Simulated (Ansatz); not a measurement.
**C2H6S2Si: one species, many methods**

Aim: compute C2H6S2Si with functionals from several rungs and with coupled cluster. The yardstick is the atomisation energy at the CCSD(T) limit.

The runs use Ansatz 0.2.0, Gaussian basis; functionals in def2-TZVPP, the program's frozen cores in correlated methods.

The runs, in order: PBE-D4, r2SCAN-D4, PBE0-D4, B3LYP-D4, ωB97X-V, ωB97M-V, B2PLYP; CCSD(T)/def2-TZVPP; MP2/def2-QZVPP; extrapolation to the limit.

## Step 1: The geometry

The geometry comes from an earlier relaxation with PBE0-D4 in a triple-zeta def2 set; it is a stationary point, not always the lowest conformer.

SMILES `C1[SiH2]SCS1`, 11 atoms, charge 0, spin multiplicity 1.

Atoms are counted from 1 here; the program's logs count them from 0.

Bond lengths: C1–Si2 1.884 Å, C1–S5 1.800 Å, C1–H6 1.092 Å, C1–H7 1.093 Å, Si2–S3 2.136 Å, Si2–H8 1.485 Å, Si2–H9 1.487 Å, S3–C4 1.830 Å, C4–S5 1.793 Å, C4–H10 1.091 Å, C4–H11 1.091 Å. Angles: Si2–C1–S5 106.2°, Si2–C1–H6 110.9°, Si2–C1–H7 112.3°, S5–C1–H6 107.2°, S5–C1–H7 111.5°, H6–C1–H7 108.5°, C1–Si2–S3 101.7°, C1–Si2–H8 111.1°, C1–Si2–H9 112.5°, S3–Si2–H8 111.7°, S3–Si2–H9 111.2°, H8–Si2–H9 108.5°, Si2–S3–C4 95.6°, S3–C4–S5 114.0°, S3–C4–H10 108.6°, S3–C4–H11 107.6°, S5–C4–H10 110.7°, S5–C4–H11 106.8° and more.

## Step 2: PBE-D4 (GGA)

in.yaml

```yaml
crystal:
  periodic: [false, false, false]
  atoms:
    - {symbol: C, position_ang: [-1.050448, 0.670978, -0.076053]}
    - {symbol: Si, position_ang: [-0.285778, -0.275170, 1.362538]}
    - {symbol: S, position_ang: [1.528706, -0.992281, 0.493786]}
    - {symbol: C, position_ang: [1.186679, -0.356113, -1.187812]}
    - {symbol: S, position_ang: [-0.558796, -0.203505, -1.570046]}
    - {symbol: H, position_ang: [-2.141087, 0.640813, -0.027396]}
    - {symbol: H, position_ang: [-0.733260, 1.716608, -0.100797]}
    - {symbol: H, position_ang: [-1.164848, -1.389941, 1.798094]}
    - {symbol: H, position_ang: [-0.012880, 0.596974, 2.535567]}
    - {symbol: H, position_ang: [1.692544, 0.602667, -1.306793]}
    - {symbol: H, position_ang: [1.604468, -1.068132, -1.900389]}
basis:
  gaussian: {orbitals: def2-TZVPP}
hamiltonian: {xc: pbe, dispersion: d4}
output: {forces: true, orbitals: {seedname: orbitals}}
```

Started as:

```console
$ ansatz run in.yaml --threads 4 --pin off --events-out ev --progress --plain --max-ram 10444MiB
```

The runs that follow: r2SCAN-D4 (meta-GGA); PBE0-D4 (hybrid); B3LYP-D4 (hybrid); ωB97X-V (range-separated); ωB97M-V (range-separated); B2PLYP (double hybrid); CCSD(T) in def2-TZVPP; MP2 in def2-QZVPP.

Q: Predict the results of all the runs planned. Wanted: atomisation energy, CCSD(T)/CBS; farthest; mean size of error, hybrid; mean size of error, range-separated; gap, smallest and largest; T1 diagnostic; triples share of the correlation energy.

The runs gave:

| quantity | value |
| --- | --- |
| atomisation energy, CCSD(T)/CBS | 40.435 eV |
| functionals within 0.202 eV (0.5 %) | r2SCAN-D4, B3LYP-D4 |
| farthest | PBE-D4 (+0.764 eV) |
| mean size of error, hybrid | 0.225 eV |
| mean size of error, range-separated | 0.260 eV |
| gap, smallest and largest | 4.39 eV (PBE-D4), 10.93 eV (ωB97X-V) |
| T1 diagnostic | 0.0121 |
| triples share of the correlation energy | 4.6 % |

**Reading.** PBE-D4 is off by +0.764 eV. Double hybrids carry the basis error of their MP2 part in triple zeta, and no dispersion term here, so their miss is partly the set-up's. Misses under about 0.202 eV are within the doubt on the reference itself, which lacks core-valence correlation, relativity and higher excitations. Hartree-Fock recovers 72 % of the binding; the rest is correlation. The gap grows from 4.4 to 10.9 eV across the functionals, mostly with the share of exact exchange.
